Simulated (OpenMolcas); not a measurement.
# W³⁺ among point charges: CASSCF and CASPT2 levels and susceptibility, part 2 of 2

Aim: the splitting of the states of W³⁺ in the field of 6 point charges, its lowest levels with spin-orbit coupling and its magnetic susceptibility.

OpenMolcas 26.06; ANO-RCC-VDZP, DKH2, active space 3 electrons in 5 orbitals (5d), orbitals: per spin and parity. Surroundings: 6 point charges of -1.1 e arranged as a tetragonal octahedron (D4h), 1.99 Å from the ion, with the axial distance 2.109 Å. Earlier steps stand in the parts before.

**5. RASSI: spin-orbit coupling between the states**

a.inp reads:

```
&RASSI
NrOfJobIphs=2 10 40
1 2 3 4 5 6 7 8 9 10
1 2 3 4 5 6 7 8 9 10 11 12 13 14 15 16 17 18 19 20 21 22 23 24 25 26 27
28 29 30 31 32 33 34 35 36 37 38 39 40
IphNames
JOB001
JOB002
EJob
SpinOrbit
DIPRint=1.0
SOCoupling=1000.0
Subsets=2
Property=9
'ANGMOM' 1 'ANGMOM' 2 'ANGMOM' 3 'MLTPL  1' 1 'MLTPL  1' 2 'MLTPL  1' 3
'AMFI' 1 'AMFI' 2 'AMFI' 3
SOProperty=3
'ANGMOM' 1 'ANGMOM' 2 'ANGMOM' 3
```

Launch:

```
$ OMP_NUM_THREADS=1 MOLCAS_MEM=1689 MOLCAS_PROJECT=a pymolcas a.inp > a.log
```

What it wrote:

```text
SPIN-FREE ENERGIES:
  (Shifted by EMIN (a.u.) =     -16130.8975367972)

 SF State       Relative EMIN(au)   Rel lowest level(eV)    D:o, cm**(-1)      L_eff

     1             0.0000000000        0.0000000000              0.0000         3.0
     2             0.0438106454        1.1921483935           9615.3252         3.0
     3             0.0438106454        1.1921483935           9615.3252         3.0
     4             0.0500750559        1.3626116869          10990.2044         3.0
    11             0.0613000349        1.6680589273          13453.8026         3.9
    12             0.0614270735        1.6715158236          13481.6843         4.0
    13             0.0636409725        1.7317590846          13967.5790         3.9
    14             0.0636409725        1.7317590846          13967.5790         3.9
    15             0.0638804321        1.7382751128          14020.1343         4.0
     5             0.0655300049        1.7831622733          14382.1737         2.4
     6             0.0777382097        2.1153644503          17061.5649         2.8
     7             0.0777382097        2.1153644503          17061.5649         2.8
    16             0.0869153958        2.3650884067          19075.7245         3.8
    17             0.0876450177        2.3849424280          19235.8579         3.6
    18             0.0876450177        2.3849424280          19235.8579         3.6
    19             0.0981684241        2.6712989052          21545.4787         4.0
    20             0.1063039228        2.8926771036          23331.0143         4.4
    21             0.1063039228        2.8926771036          23331.0143         4.4
    22             0.1102081622        2.9989168687          24187.8958         4.3
    23             0.1102972173        3.0013401809          24207.4411         4.5
    24             0.1124380347        3.0595947898          24677.2962         3.8
    25             0.1124380347        3.0595947898          24677.2962         3.8
    26             0.1161940311        3.1618006589          25501.6421         3.7
     8             0.1174054947        3.1947662649          25767.5277         2.0
    10             0.1175596297        3.1989604894          25801.3564         1.5
     9             0.1175596297        3.1989604894          25801.3564         1.5
    27             0.1190822177        3.2403922215          26135.5258         3.8
    28             0.1279119329        3.4806610122          28073.4243         2.8
    29             0.1359457115        3.6992712649          29836.6349         3.8
    30             0.1359457115        3.6992712649          29836.6349         3.8
    31             0.1460239505        3.9735141177          32048.5527         2.9
    32             0.1562540505        4.2518893200          34293.8001         4.5
    33             0.1562540505        4.2518893200          34293.8001         4.5
    34             0.1611616144        4.3854309362          35370.8859         4.7
    35             0.1617994990        4.4027886607          35510.8854         3.2
    36             0.1617994990        4.4027886607          35510.8854         3.2
    37             0.1632813947        4.4431130974          35836.1239         3.2
    38             0.1710209583        4.6537173529          37534.7618         3.3
    39             0.1731231814        4.7109217575          37996.1464         3.4
    40             0.1731231814        4.7109217575          37996.1464         3.4
Eigenvalues of complex Hamiltonian:
   -----------------------------------
  (Shifted by EMIN (a.u.) =     -16130.8975367972)

 SO State       Relative EMIN(au)   Rel lowest level(eV)    D:o, cm**(-1)     J-value

     1            -0.0124476857        0.0000000000              0.0000         2.0
     2            -0.0124476857        0.0000000000              0.0000         2.0
     3            -0.0117812868        0.0181336381            146.2577         2.2
     4            -0.0117812868        0.0181336381            146.2577         2.2
     5             0.0254914729        1.0323771004           8326.6829         2.3
     6             0.0254914729        1.0323771004           8326.6829         2.3
     7             0.0264522814        1.0585220303           8537.5559         2.3
     8             0.0264522814        1.0585220303           8537.5559         2.3
     9             0.0352183283        1.2970583183          10461.4809         2.3
    10             0.0352183283        1.2970583183          10461.4809         2.3
    11             0.0386256696        1.3897767983          11209.3058         2.9
    12             0.0386256696        1.3897767983          11209.3058         2.9
    13             0.0402151295        1.4330282071          11558.1520         2.7
    14             0.0402151295        1.4330282071          11558.1520         2.7
    15             0.0441815099        1.5409589166          12428.6718         3.3
    16             0.0441815099        1.5409589166          12428.6718         3.3
    17             0.0450165296        1.5636809602          12611.9375         2.4
    18             0.0450165296        1.5636809602          12611.9375         2.4
    19             0.0477426453        1.6378623477          13210.2507         3.0
    20             0.0477426453        1.6378623477          13210.2507         3.0
    21             0.0551937718        1.8406178288          14845.5840         2.7
    22             0.0551937718        1.8406178288          14845.5840         2.7
    23             0.0569526578        1.8884795547          15231.6148         2.9
    24             0.0569526578        1.8884795547          15231.6148         2.9
    25             0.0598951396        1.9685485633          15877.4149         2.7
    26             0.0598951396        1.9685485633          15877.4149         2.7
    27             0.0614630757        2.0112142779          16221.5371         2.7
    28             0.0614630757        2.0112142779          16221.5371         2.7
    29             0.0695953685        2.2325052393          18006.3691         2.8
    30             0.0695953685        2.2325052393          18006.3691         2.8
    31             0.0732274257        2.3313385490          18803.5135         2.6
    32             0.0732274257        2.3313385490          18803.5135         2.6
    33             0.0756756595        2.3979583844          19340.8387         3.2
    34             0.0756756595        2.3979583844          19340.8387         3.2
    35             0.0827652845        2.5908769103          20896.8316         3.2
    36             0.0827652845        2.5908769103          20896.8316         3.2
    37             0.0884872879        2.7465805549          22152.6661         2.7
    38             0.0884872879        2.7465805549          22152.6661         2.7
    39             0.0903174850        2.7963827528          22554.3480         3.3
    40             0.0903174850        2.7963827528          22554.3480         3.3
    41             0.0930559990        2.8709015173          23155.3823         3.0
Weights of the five most important spin-orbit-free states for each spin-orbit state.

 SO State  Total energy (au)           Spin-free states, spin, and weights
 -------------------------------------------------------------------------------------------------------
    1        -0.012448       1 1.5  0.7855    3 1.5  0.0660    2 1.5  0.0660   16 0.5  0.0258    4 1.5  0.0130
    2        -0.012448       1 1.5  0.7855    3 1.5  0.0660    2 1.5  0.0660   16 0.5  0.0258    4 1.5  0.0130
    3        -0.011781       1 1.5  0.8120    4 1.5  0.0655    2 1.5  0.0265    3 1.5  0.0265   17 0.5  0.0189
    4        -0.011781       1 1.5  0.8120    4 1.5  0.0655    2 1.5  0.0265    3 1.5  0.0265   17 0.5  0.0189
    5         0.025491       2 1.5  0.2031    3 1.5  0.2031    4 1.5  0.1580   12 0.5  0.1251    1 1.5  0.0807
    6         0.025491       2 1.5  0.2031    3 1.5  0.2031    4 1.5  0.1580   12 0.5  0.1251    1 1.5  0.0807
    7         0.026452       3 1.5  0.2527    2 1.5  0.2527   11 0.5  0.1769    5 1.5  0.0920    1 1.5  0.0562
    8         0.026452       3 1.5  0.2527    2 1.5  0.2527   11 0.5  0.1769    5 1.5  0.0920    1 1.5  0.0562
    9         0.035218       4 1.5  0.2976    3 1.5  0.2047    2 1.5  0.2047    5 1.5  0.1143   13 0.5  0.0352
   10         0.035218       4 1.5  0.2976    3 1.5  0.2047    2 1.5  0.2047    5 1.5  0.1143   13 0.5  0.0352
   11         0.038626       2 1.5  0.3165    3 1.5  0.3165    4 1.5  0.0941    1 1.5  0.0827    5 1.5  0.0680
   12         0.038626       2 1.5  0.3165    3 1.5  0.3165    4 1.5  0.0941    1 1.5  0.0827    5 1.5  0.0680
```

These steps took 11 s in all on 1 thread of Arm Neoverse V2, shared host.

Spin-free states, with their symmetry labels:

| state | degeneracy | E (cm-1) | free-ion L (%) |
| --- | --- | --- | --- |
| 4B1 | 1 | 0 | F (100) |
| 4E | 2 | 9615 | F (99) |
| 4B2 | 1 | 10990 | F (100) |
| 2A1 | 1 | 13454 | G (65) |
| 2B1 | 1 | 13482 | G (64) |
| 2E | 2 | 13968 | G (42) |
| 2A2 | 1 | 14020 | G (44) |
| 4A2 | 1 | 14382 | F (61) |
| 4E | 2 | 17062 | F (84) |
| 2B2 | 1 | 19076 | D (41) |
| 2E | 2 | 19236 | D (44) |
| 2A1 | 1 | 21545 | G (98) |
| 2E | 2 | 23331 | G (50) |
| 2B2 | 1 | 24188 | G (62) |
| 2A2 | 1 | 24207 | H (66) |
| 2E | 2 | 24677 | H (43) |
| 2B1 | 1 | 25502 | D (50) |
| 4A2 | 1 | 25768 | P (61) |
| 4E | 2 | 25801 | P (83) |
| 2A1 | 1 | 26136 | H (49) |
| 2A2 | 1 | 28073 | P (55) |
| 2E | 2 | 29837 | H (47) |
| 2B2 | 1 | 32049 | D (53) |
| 2E | 2 | 34294 | H (59) |

With spin-orbit coupling:

| E (cm-1) | Degeneracy | Label | 2S+1 | g |
| --- | --- | --- | --- | --- |
| 0.0 | 2 | E3/2 | 4 | 0.79 2.35 2.35 |
| 146.3 | 2 | E1/2 | 4 | 0.29 0.29 3.55 |
| 8327 | 2 | E3/2 | 4 | 1.97 2.17 2.17 |
| 8538 | 2 | E1/2 | 4 | 2.46 2.46 2.77 |
| 10461 | 2 | E3/2 | 4 | 0.53 0.88 0.88 |
| 11209 | 2 | E3/2 | 4 | 0.33 2.69 2.69 |
| 11558 | 2 | E1/2 | 4 | 1.45 3.02 3.02 |
| 12429 | 2 | E3/2 | 2 | 1.59 1.59 2.52 |
| 12612 | 2 | E1/2 | 4 | 0.37 0.37 5.98 |
| 13210 | 2 | E1/2 | 2 | 1.11 3.00 3.00 |
| 14846 | 2 | E1/2 | 4 | 1.52 2.91 2.91 |
| 15232 | 2 | E3/2 | 2 | 1.55 1.55 1.97 |
| 15877 | 2 | E3/2 | 4 | 0.54 0.60 0.60 |
| 16222 | 2 | E1/2 | 2 | 0.27 0.27 0.42 |
| 18006 | 2 | E1/2 | 4 | 1.11 2.29 2.29 |
| 18804 | 2 | E1/2 | 4 | 3.03 3.03 4.30 |
| 19341 | 2 | E3/2 | 4 | 0.35 0.35 2.79 |
| 20897 | 2 | E3/2 | 4 | 0.62 0.62 3.50 |
| 22153 | 2 | E1/2 | 4 | 1.98 2.42 2.42 |
| 22554 | 2 | E1/2 | 2 | 0.43 0.97 0.97 |
| 23155 | 2 | E3/2 | 2 | 0.36 1.53 1.53 |
| 23593 | 2 | E1/2 | 2 | 0.16 0.16 0.41 |
| 23694 | 2 | E3/2 | 2 | 1.29 1.67 1.67 |
| 23987 | 2 | E1/2 | 2 | 2.65 2.65 3.57 |

The table of states holds 24 of 37 computed; the rest, higher up, is left out. Principal g values are given for doublets only; a zero marks a field direction without first-order Zeeman splitting.

Powder χT (cm³ K/mol): 0.37 at 2 K, 0.37 at 5 K, 0.38 at 10 K, 0.40 at 20 K, 0.46 at 50 K, 0.53 at 100 K, 0.56 at 150 K, 0.59 at 200 K, 0.60 at 250 K, 0.61 at 300 K.

**6. CASPT2: IPEA 0.25, imaginary shift 0.1 (closed shells correlated: 4f 5s 5p)**

a.inp reads:

```
>>> COPY JOB001 $Project.JobIph
&CASPT2
Multistate=10 1 2 3 4 5 6 7 8 9 10
NoMult
Frozen=14 9
IPEA=0.25
Imaginary=0.1
MaxIter=60
WThr=0.0 0.3 0.05
PrWF=0.5
NoMix
>>> COPY JOB002 $Project.JobIph
&CASPT2
Multistate=40 1 2 3 4 5 6 7 8 9 10 11 12 13 14 15 16 17 18 19 20 21 22
23 24 25 26 27 28 29 30 31 32 33 34 35 36 37 38 39 40
NoMult
Frozen=14 9
IPEA=0.25
Imaginary=0.1
MaxIter=60
WThr=0.0 0.3 0.05
PrWF=0.5
NoMix
```

What it wrote:

```text
Orbital specifications:
      -----------------------

      Symmetry species                           1   2
                                                ag  au
      Frozen orbitals                           14   9
      Inactive orbitals                          1  10
      Active orbitals                            5   0
      Secondary orbitals                        16  13
      Deleted orbitals                           0   0
      Number of basis functions                 36  32
Type of calculation                        SS-CASPT2
      Fock operator                              state-specific
      IPEA shift                                 0.25
      Real shift                                 0.00
      Imaginary shift                            0.10
      The input orbitals will be transformed to quasi-canonical
Reference energy:      -16130.8975367972
      E2 (Non-variational):      -0.7751519828
      Shift correction:          -0.0001239170
      E2 (Variational):          -0.7752758998
      Total energy:          -16131.6728126970
      Residual norm:              0.0000000365
      Reference weight:           0.92312
      Contributions to the CASPT2 correlation energy
      Active & Virtual Only:         -0.0089139318
      One Inactive Excited:          -0.1103513985
      Two Inactive Excited:          -0.6558866526
Reference energy:      -16130.8537261518
      E2 (Non-variational):      -0.7750907131
      Shift correction:          -0.0001223778
      E2 (Variational):          -0.7752130909
      Total energy:          -16131.6289392428
      Residual norm:              0.0000003666
      Reference weight:           0.92332
      Contributions to the CASPT2 correlation energy
      Active & Virtual Only:         -0.0086462040
      One Inactive Excited:          -0.1117085840
      Two Inactive Excited:          -0.6547359252
::    CASPT2 Root  1     Total energy: -16131.67281270
::    CASPT2 Root  2     Total energy: -16131.62893924
::    CASPT2 Root  3     Total energy: -16131.62893924
::    CASPT2 Root  4     Total energy: -16131.62225270
::    CASPT2 Root  5     Total energy: -16131.61029116
::    CASPT2 Root  6     Total energy: -16131.59689848
::    CASPT2 Root  7     Total energy: -16131.59689847
::    CASPT2 Root  8     Total energy: -16131.55961037
::    CASPT2 Root  9     Total energy: -16131.56072349
::    CASPT2 Root 10     Total energy: -16131.56072349
Orbital specifications:
      -----------------------

      Symmetry species                           1   2
                                                ag  au
      Frozen orbitals                           14   9
      Inactive orbitals                          1  10
      Active orbitals                            5   0
      Secondary orbitals                        16  13
      Deleted orbitals                           0   0
      Number of basis functions                 36  32
Type of calculation                        SS-CASPT2
      Fock operator                              state-specific
      IPEA shift                                 0.25
      Real shift                                 0.00
      Imaginary shift                            0.10
      The input orbitals will be transformed to quasi-canonical
Reference energy:      -16130.8362367623
      E2 (Non-variational):      -0.7806806483
      Shift correction:          -0.0002287817
      E2 (Variational):          -0.7809094300
      Total energy:          -16131.6171461923
      Residual norm:              0.0000001416
      Reference weight:           0.91842
      Contributions to the CASPT2 correlation energy
      Active & Virtual Only:         -0.0136442415
      One Inactive Excited:          -0.1091505874
      Two Inactive Excited:          -0.6578858193
Reference energy:      -16130.8361097237
      E2 (Non-variational):      -0.7800699519
      Shift correction:          -0.0002246057
      E2 (Variational):          -0.7802945576
      Total energy:          -16131.6164042813
      Residual norm:              0.0000001144
      Reference weight:           0.91878
      Contributions to the CASPT2 correlation energy
      Active & Virtual Only:         -0.0133060493
      One Inactive Excited:          -0.1090504606
      Two Inactive Excited:          -0.6577134419
::    CASPT2 Root  1     Total energy: -16131.61714619
::    CASPT2 Root  2     Total energy: -16131.61640428
::    CASPT2 Root  3     Total energy: -16131.61457705
::    CASPT2 Root  4     Total energy: -16131.61457704
::    CASPT2 Root  5     Total energy: -16131.61459166
::    CASPT2 Root  6     Total energy: -16131.59445775
::    CASPT2 Root  7     Total energy: -16131.59309600
::    CASPT2 Root  8     Total energy: -16131.59309598
::    CASPT2 Root  9     Total energy: -16131.58065894
::    CASPT2 Root 10     Total energy: -16131.57063538
::    CASPT2 Root 11     Total energy: -16131.57063537
::    CASPT2 Root 12     Total energy: -16131.56706055
::    CASPT2 Root 13     Total energy: -16131.56667445
::    CASPT2 Root 14     Total energy: -16131.56800243
::    CASPT2 Root 15     Total energy: -16131.56800240
::    CASPT2 Root 16     Total energy: -16131.56455056
::    CASPT2 Root 17     Total energy: -16131.56197271
::    CASPT2 Root 18     Total energy: -16131.55911126
::    CASPT2 Root 19     Total energy: -16131.54611516
::    CASPT2 Root 20     Total energy: -16131.54611518
::    CASPT2 Root 21     Total energy: -16131.53681636
::    CASPT2 Root 22     Total energy: -16131.52023751
::    CASPT2 Root 23     Total energy: -16131.52023752
::    CASPT2 Root 24     Total energy: -16131.51412173
::    CASPT2 Root 25     Total energy: -16131.52095126
::    CASPT2 Root 26     Total energy: -16131.52095125
::    CASPT2 Root 27     Total energy: -16131.52205008
::    CASPT2 Root 28     Total energy: -16131.51440501
::    CASPT2 Root 29     Total energy: -16131.51205189
::    CASPT2 Root 30     Total energy: -16131.51205182
```

This run: 7.2 s of run time, 1 thread of Arm Neoverse V2, shared host.

SS-CASPT2: lowest energy less the reference's lowest, -0.7753 hartree; reference weights 0.902 to 0.924.

States without spin-orbit coupling:

| state | degeneracy | E (cm-1) | free-ion L (%) |
| --- | --- | --- | --- |
| 4B1 | 1 | 0 | F (100) |
| 4E | 2 | 9629 | F (99) |
| 4B2 | 1 | 11097 | F (100) |
| 2A1 | 1 | 12217 | G (65) |
| 2B1 | 1 | 12380 | G (64) |
| 2A2 | 1 | 12778 | G (44) |
| 2E | 2 | 12781 | G (42) |
| 4A2 | 1 | 13722 | F (61) |
| 4E | 2 | 16661 | F (84) |
| 2B2 | 1 | 17197 | D (41) |
| 2E | 2 | 17496 | D (44) |
| 2A1 | 1 | 20225 | G (98) |
| 2E | 2 | 22425 | G (50) |
| 2E | 2 | 23003 | H (43) |
| 2B2 | 1 | 23210 | G (62) |
| 2A2 | 1 | 23295 | H (66) |
| 2B1 | 1 | 23761 | D (50) |
| 2A1 | 1 | 24327 | H (49) |
| 4E | 2 | 24601 | P (83) |
| 4A2 | 1 | 24845 | P (61) |
| 2A2 | 1 | 24955 | P (55) |
| 2E | 2 | 27807 | H (47) |
| 2B2 | 1 | 29848 | D (53) |
| 2B1 | 1 | 33089 | F (87) |

With spin-orbit coupling:

```csv
E (cm-1),Degeneracy,Label,2S+1,g
0,2,E3/2,4,0.71 2.31 2.31
160,2,E1/2,4,0.33 0.33 3.50
8040,2,E3/2,4,1.76 2.10 2.10
8150,2,E1/2,4,2.33 2.33 2.75
10260,2,E3/2,4,0.35 0.35 0.70
11110,2,E3/2,4,0.46 2.00 2.00
11240,2,E1/2,4,2.26 2.38 2.38
11790,2,E3/2,4,1.39 2.22 2.22
12280,2,E1/2,2,0.81 3.10 3.10
12580,2,E1/2,4,0.65 0.65 4.83
14050,2,E1/2,4,1.27 2.72 2.72
14500,2,E3/2,2,1.57 1.57 1.83
15240,2,E3/2,4,0.27 0.90 0.90
15500,2,E1/2,2,0.14 0.45 0.45
17320,2,E1/2,4,0.86 2.34 2.34
18180,2,E1/2,4,2.87 2.87 4.17
18620,2,E3/2,4,0.12 0.12 2.35
20090,2,E3/2,4,0.06 0.06 3.56
21230,2,E1/2,2,1.08 1.08 1.93
21560,2,E1/2,4,0.38 2.60 2.60
21970,2,E3/2,2,0.37 0.37 0.53
22430,2,E1/2,2,0.22 0.28 0.28
22480,2,E3/2,2,0.86 0.86 1.36
22810,2,E1/2,2,2.37 2.37 3.50
```

Powder χT (cm³ K/mol): 0.35 at 2 K, 0.36 at 5 K, 0.37 at 10 K, 0.38 at 20 K, 0.43 at 50 K, 0.50 at 100 K, 0.53 at 150 K, 0.56 at 200 K, 0.57 at 250 K, 0.59 at 300 K.

**7. The methods side by side**

A. CASSCF
B. SS-CASPT2, IPEA 0.25, imaginary shift 0.1 (closed shells correlated: 4f 5s 5p)

| method | ground state | first state of that spin (cm-1) | first gap with spin-orbit (cm-1) | χT at 300 K |
| --- | --- | --- | --- | --- |
| A | 4B1 | 4E 9615 | 146.3 | 0.61 |
| B | 4B1 | 4E 9629 | 164.1 | 0.59 |

**8. Results**

The summary covers parts 1 to 2.

```
                                            quantity                                                                           value
                                              method  SS-CASPT2, IPEA 0.25, imaginary shift 0.1 (closed shells correlated: 4f 5s 5p)
                              spin-free ground state                                                 4B1, 1-fold in its orbital part
first state of the same spin within the active space                                                                 4E at 9630 cm⁻¹
                                        lowest level                                               2-fold E3/2, g = 0.71, 2.31, 2.31
                                          next level                                                                      164.1 cm⁻¹
                                         χT at 300 K                                                                  0.59 cm³ K/mol
                           effective moment at 300 K                                                                         2.16 μB
```

Cost by method:

| method | time of its own steps | time with the reference |
| --- | --- | --- |
| A. CASSCF | 11 s | 11 s |
| B. SS-CASPT2, IPEA 0.25, imaginary shift 0.1, +4f 5s 5p | 7.2 s | 18 s |

Times are of one thread on a shared host.

**Reading.** The spin-free ground state (4B1) comes to 100 % from free-ion F terms and keeps the highest spin of the shell. χT at 300 K is 0.59, against 1.88 cm³ K/mol for the spin alone, so spin-orbit coupling lowers it. The field of point charges can differ much from that of real complexes. Point charges carry no covalency, so the field is a model and not that of real ligands.
